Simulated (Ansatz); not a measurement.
Crystal: BC7.

```xyz
8
Lattice="2.5184 0.0000 0.0000 0.0000 2.5184 0.0000 0.0000 0.0000 7.4943" Properties=species:S:1:pos:R:3 pbc="T T T"
C     1.2592    1.2592    5.6801
C     1.2592    1.2592    1.8142
C     1.2592    0.0000    2.6804
C     0.0000    1.2592    4.8139
C     1.2592    0.0000    6.6018
C     0.0000    1.2592    0.8925
C     0.0000    0.0000    0.0000
B     0.0000    0.0000    3.7472
```

The cell comes from a database or a generator and needn't be the stable form of this composition.

| Quantity | Value |
| --- | --- |
| Program | Ansatz 0.2.0 |
| Task | single point |
| Functional | PBE |
| Potentials or basis | Ansatz PAW |
| Cutoff | 420 eV (not typed: the program's choice for these potentials) |
| k mesh | 10 × 10 × 4 |
| Occupations | fermi-dirac, width 0.05 eV |
| Spin | no spin polarisation |

On this cell: pressure -0.9 GPa; largest force 0.086 eV/Å; band gap on the k mesh none (metal or under the smearing width).

The same run follows on a disturbed copy (atoms moved at random, drawn with an rms of 0.05 Å):

```
C B
1.0
     2.51837    0.00000    0.00000
     0.00000    2.51837    0.00000
     0.00000    0.00000    7.49430
C B
7 1
Cartesian
  1.2579 1.2659 5.6801
  1.2369 1.2601 1.7940
  1.2326 0.0199 2.6412
  0.0004 1.2472 4.8363
  1.2836 -0.0141 6.6049
  -0.0161 1.2275 0.8653
  0.0106 0.0227 0.0444
  -0.0047 -0.0098 3.7218
```

Problem. What does the disturbed cell give?

Solution. The energy (extrapolated to zero smearing) moves by +24.4 meV/atom; pressure 0.7 GPa; largest force 3.560 eV/Å; band gap on the k mesh none (metal or under the smearing width).

Forces on the atoms (eV/Å):
```
C    0.349 -0.439  0.665
C    0.161  0.101 -0.044
C    0.227 -0.823  0.922
C   -0.108  0.188 -1.029
C   -0.630  0.747  0.537
C    0.223  2.030  1.751
C   -0.139 -2.072 -2.892
B   -0.084  0.267  0.090
```

Stress tensor (GPa, compression positive):
```
 0.51 -0.05  0.54
-0.05  0.07  0.60
 0.54  0.60  1.41
```
